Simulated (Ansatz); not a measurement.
Born–Oppenheimer molecular dynamics of a periodic cell of 21 atoms, MgH$_{12}$Cl$_{2}$O$_{6}$ (host MgH12Cl2O6, host structure C2/m). It starts from an unrelaxed structure (largest force component 1.23 eV/Å).

All numbers below come from DFT r2SCAN, scalar-relativistic, plane waves, PAW in Ansatz. Settings: accuracy low, cutoff 500 eV, k mesh 2x2x2, fermi-dirac smearing 0.05 eV, no spin polarisation.

```
ensemble        : NVT, Nosé–Hoover chain
time step       : 0.5 fs
steps asked     : 110
set temperature : 700 K
thermostat      : time constant 10 fs, chain length 1
seed            : 968215
```

First frame:

```xyz
21
Lattice="5.0673 -3.6419 0.0000 5.0673 3.6419 0.0000 -0.4238 0.0000 6.2176" Properties=species:S:1:pos:R:3
Mg 0.000 0.000 0.000
H 2.309 0.000 1.623
H 7.402 0.000 4.594
H 2.748 0.000 0.042
H 6.963 0.000 6.176
H 5.173 1.446 1.739
H 5.173 -1.446 1.739
H 4.537 -1.446 4.479
H 4.537 1.446 4.479
H 3.740 2.198 1.973
H 3.740 -2.198 1.973
H 5.971 -2.198 4.245
H 5.971 2.198 4.245
Cl 2.959 0.000 3.808
Cl 6.752 0.000 2.410
O 1.976 0.000 0.679
O 7.735 0.000 5.538
O 4.542 2.138 1.376
O 4.542 -2.138 1.376
O 5.168 -2.138 4.841
O 5.168 2.138 4.841
```

Q: What does the run give?

A: The run went to its last step.

```yaml
steps_done: 110
time_covered: 55 fs
mean_temperature_over_the_second_half: 731 K
spread_of_the_potential_energy_over_the_second_half: 17.6 meV per atom
mean_potential_energy_of_the_second_half_above_the_start: 82.1 meV per atom
```

The conserved energy stayed within 0.96 meV per atom of its start (net change 0.099 meV per atom), so the integration is sound. A run of 0.055 ps of so small a system gives no equilibrium averages. Limits of this set-up: coarse k mesh, low accuracy level.

Q: What happens to the structure?

A: Mean squared displacements from the first frame to the last, about the centre of mass: Mg 0.03 Å², H 0.60 Å², Cl 0.12 Å², O 0.30 Å². Another seed would give other details.

Q: How do temperature and energy run in time?

A: 
```json
{"time (fs)": "0.0", "T (K)": "700", "potential energy less start (eV)": "0.000", "conserved less start (meV/atom)": "0.00"}
{"time (fs)": "1.5", "T (K)": "685", "potential energy less start (eV)": "0.035", "conserved less start (meV/atom)": "-0.10"}
{"time (fs)": "3.0", "T (K)": "576", "potential energy less start (eV)": "0.329", "conserved less start (meV/atom)": "0.34"}
{"time (fs)": "4.5", "T (K)": "648", "potential energy less start (eV)": "0.145", "conserved less start (meV/atom)": "-0.15"}
{"time (fs)": "6.0", "T (K)": "558", "potential energy less start (eV)": "0.402", "conserved less start (meV/atom)": "0.16"}
{"time (fs)": "7.5", "T (K)": "492", "potential energy less start (eV)": "0.605", "conserved less start (meV/atom)": "0.28"}
{"time (fs)": "9.0", "T (K)": "585", "potential energy less start (eV)": "0.406", "conserved less start (meV/atom)": "0.07"}
{"time (fs)": "10.5", "T (K)": "607", "potential energy less start (eV)": "0.410", "conserved less start (meV/atom)": "-0.14"}
{"time (fs)": "12.0", "T (K)": "483", "potential energy less start (eV)": "0.810", "conserved less start (meV/atom)": "0.43"}
{"time (fs)": "13.5", "T (K)": "575", "potential energy less start (eV)": "0.644", "conserved less start (meV/atom)": "-0.13"}
{"time (fs)": "15.0", "T (K)": "500", "potential energy less start (eV)": "0.944", "conserved less start (meV/atom)": "0.23"}
{"time (fs)": "16.5", "T (K)": "440", "potential energy less start (eV)": "1.201", "conserved less start (meV/atom)": "0.44"}
{"time (fs)": "18.0", "T (K)": "611", "potential energy less start (eV)": "0.883", "conserved less start (meV/atom)": "0.19"}
{"time (fs)": "19.5", "T (K)": "738", "potential energy less start (eV)": "0.738", "conserved less start (meV/atom)": "-0.08"}
{"time (fs)": "21.0", "T (K)": "679", "potential energy less start (eV)": "1.092", "conserved less start (meV/atom)": "0.68"}
{"time (fs)": "22.5", "T (K)": "904", "potential energy less start (eV)": "0.702", "conserved less start (meV/atom)": "-0.07"}
{"time (fs)": "24.0", "T (K)": "866", "potential energy less start (eV)": "1.024", "conserved less start (meV/atom)": "0.36"}
{"time (fs)": "25.5", "T (K)": "742", "potential energy less start (eV)": "1.518", "conserved less start (meV/atom)": "0.77"}
{"time (fs)": "27.0", "T (K)": "928", "potential energy less start (eV)": "1.191", "conserved less start (meV/atom)": "0.44"}
{"time (fs)": "28.5", "T (K)": "1087", "potential energy less start (eV)": "0.933", "conserved less start (meV/atom)": "-0.06"}
{"time (fs)": "30.0", "T (K)": "925", "potential energy less start (eV)": "1.475", "conserved less start (meV/atom)": "0.96"}
{"time (fs)": "31.5", "T (K)": "1118", "potential energy less start (eV)": "1.013", "conserved less start (meV/atom)": "0.07"}
{"time (fs)": "33.0", "T (K)": "1036", "potential energy less start (eV)": "1.221", "conserved less start (meV/atom)": "0.27"}
{"time (fs)": "34.5", "T (K)": "720", "potential energy less start (eV)": "2.001", "conserved less start (meV/atom)": "0.90"}
{"time (fs)": "36.0", "T (K)": "759", "potential energy less start (eV)": "1.843", "conserved less start (meV/atom)": "0.59"}
{"time (fs)": "37.5", "T (K)": "852", "potential energy less start (eV)": "1.523", "conserved less start (meV/atom)": "-0.04"}
{"time (fs)": "39.0", "T (K)": "643", "potential energy less start (eV)": "2.007", "conserved less start (meV/atom)": "0.83"}
{"time (fs)": "40.5", "T (K)": "748", "potential energy less start (eV)": "1.657", "conserved less start (meV/atom)": "0.17"}
{"time (fs)": "42.0", "T (K)": "715", "potential energy less start (eV)": "1.664", "conserved less start (meV/atom)": "0.14"}
{"time (fs)": "43.5", "T (K)": "475", "potential energy less start (eV)": "2.238", "conserved less start (meV/atom)": "0.71"}
{"time (fs)": "45.0", "T (K)": "512", "potential energy less start (eV)": "2.105", "conserved less start (meV/atom)": "0.46"}
{"time (fs)": "46.5", "T (K)": "596", "potential energy less start (eV)": "1.857", "conserved less start (meV/atom)": "0.00"}
{"time (fs)": "48.0", "T (K)": "471", "potential energy less start (eV)": "2.185", "conserved less start (meV/atom)": "0.71"}
{"time (fs)": "49.5", "T (K)": "610", "potential energy less start (eV)": "1.825", "conserved less start (meV/atom)": "0.16"}
{"time (fs)": "51.0", "T (K)": "659", "potential energy less start (eV)": "1.721", "conserved less start (meV/atom)": "0.21"}
{"time (fs)": "52.5", "T (K)": "556", "potential energy less start (eV)": "2.020", "conserved less start (meV/atom)": "0.56"}
{"time (fs)": "54.0", "T (K)": "592", "potential energy less start (eV)": "1.961", "conserved less start (meV/atom)": "0.51"}
```

The run took 9.7 min on 1 thread of Intel(R) Xeon(R) 6975P-C (Granite Rapids), on a shared host, peak memory 0.85 GiB.
